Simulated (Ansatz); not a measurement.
**BCl2 (SMILES Cl[B]Cl): FCI/STO-3G**

What is the electronic atomisation energy of BCl2 at FCI/STO-3G? 

Program for the calculation: Ansatz 0.2.0.

38 further runs of the same task are left out: 4 that didn't finish, 34 set aside as unsound or not needed.

**1. The structure to begin with**

The species is BCl2 (3 atoms), meant as a doublet with charge 0. SMILES: `Cl[B]Cl`. Geometry: relaxed at PBE0-D4/def2-TZVP.

Bond lengths: Cl1–B2 1.720 Å, B2–Cl3 1.720 Å. Angles: Cl1–B2–Cl3 125.4°.

**2. The energy at FCI/STO-3G**

in.yaml

```yaml
crystal:
  periodic: [false, false, false]
  atoms:
    - {symbol: Cl, position_ang: [0.371500, -1.525600, 0.030000]}
    - {symbol: B, position_ang: [-0.463900, -0.050300, -0.256900]}
    - {symbol: Cl, position_ang: [0.081500, 1.511100, 0.213700]}
basis:
  gaussian:
    orbitals: STO-3G
magnetization:
  spin_polarized: true
  initial_magnetization: 1
correlation:
  method: fci
  frozen_orbitals: {B: 1, Cl: 5}
accuracy: high
```

Command:

```console
ansatz run in.yaml --threads 1 --pin off --max-ram 2610MiB --events-out events.jsonl --progress --plain --runs-dir runs
```

Output:

```text
Warning: RAYON_NUM_THREADS=1 ignored (pool sized by the plan → 1); use --threads N
Functional definition: HF
  name "HF"
  exchange = exact_x
  correlation = 0
404 factors; integrals over basis functions are off by at most 1.6e-8 eV
mean field evaluation 1: about -25400.2073 eV, gradient 1.4e1 eV
mean field evaluation 2: about -25400.2606 eV, gradient 1.4e1 eV
mean field evaluation 4: about -25402.5943 eV, gradient 1.9e0 eV
mean field evaluation 8: about -25402.6811 eV, gradient 2.6e-2 eV
mean field -25402.68111153 eV, -933.5313122931 hartree, gradient 9.9e-8 eV, S^2 0.753681; 0 other end points of the search recorded, 0 dependent functions left out
mean field evaluation 16: about -25402.6623 eV, gradient 1.0e-1 eV
11 core orbitals not correlated: weight in the atoms' cores, before any rotation towards them, 1.000 or more for the frozen orbitals, at most 0.000 for the correlated occupied ones
reference -25402.66226188 eV, -933.5306195810 hartree; 9, 8 occupied and 3, 4 virtual orbitals, 404 factors
state -25404.14337460 eV, -933.5850494698 hartree
Total energy: -25404.14337460 eV, -933.5850494698 hartree
```

Wall time 0.62 s (1 thread of Arm Neoverse V1, shared host).

**3. The B atom at the same level**

job.yaml

```yaml
crystal:
  periodic: [false, false, false]
  atoms:
    - symbol: B
      position_ang: [0.000000, 0.000000, 0.000000]
basis:
  gaussian:
    orbitals: STO-3G
magnetization:
  spin_polarized: true
  initial_magnetization: 1
correlation:
  method: fci
  frozen_orbitals: {B: 1}
accuracy: high
```

Command:

```console
ansatz run job.yaml --threads 1 --pin off --max-ram 2610MiB --events-out events.jsonl --progress --plain --runs-dir runs
```

Output:

```text
Warning: RAYON_NUM_THREADS=1 ignored (pool sized by the plan → 1); use --threads N
[... 4 set-up lines as earlier in the session ...]
15 factors; integrals over basis functions are off by at most 8.9e-10 eV
mean field evaluation 1: about -657.1275 eV, gradient 2.3e-14 eV
mean field evaluation 2: about -657.1275 eV, gradient 0.0e0 eV
mean field evaluation 4: about -656.8531 eV, gradient 1.9e0 eV
mean field evaluation 8: about -656.8531 eV, gradient 1.9e0 eV
mean field -657.12745801 eV, -24.1489886649 hartree, gradient 0.0e0 eV, S^2 0.750000; 4 other end points of the search recorded, 0 dependent functions left out
1 core orbitals not correlated: weight in the atoms' cores, before any rotation towards them, 1.000 or more for the frozen orbitals, at most 0.000 for the correlated occupied ones
reference -657.12745801 eV, -24.1489886649 hartree; 2, 1 occupied and 2, 3 virtual orbitals, 15 factors
state -658.21578350 eV, -24.1889838888 hartree
Total energy: -658.21578350 eV, -24.1889838888 hartree
```

It took 0.04 s on 1 thread of Arm Neoverse V1, shared host.

**4. The Cl atom, same level**

job.yaml

```yaml
crystal:
  periodic: [false, false, false]
  atoms:
    - {symbol: Cl, position_ang: [0.000000, 0.000000, 0.000000]}
basis:
  gaussian:
    orbitals: STO-3G
magnetization:
  spin_polarized: true
  initial_magnetization: 1
correlation:
  method: fci
  frozen_orbitals: {Cl: 5}
accuracy: high
```

Run the same way, it converges to -454.54219 Eh (log not shown).

**5. Summary of results**

Level: FCI/STO-3G, 11 core orbitals frozen.

```
                                              quantity          value
                                molecule: total energy  -933.58505 Eh
molecule: correlation energy (11 core orbitals frozen)      -54.4 mEh
                                  B atom: total energy   -24.18898 Eh
    B atom: correlation energy (1 core orbital frozen)      -40.0 mEh
                                 Cl atom: total energy  -454.54219 Eh
  Cl atom: correlation energy (5 core orbitals frozen)        0.0 mEh
                         electronic atomisation energy       8.481 eV
```

What this shows: Taking the molecule apart into free atoms costs 8.48 eV (818 kJ/mol), before zero-point energy and without spin-orbit coupling. In a minimal basis such a difference can be off by several eV, whatever the method.
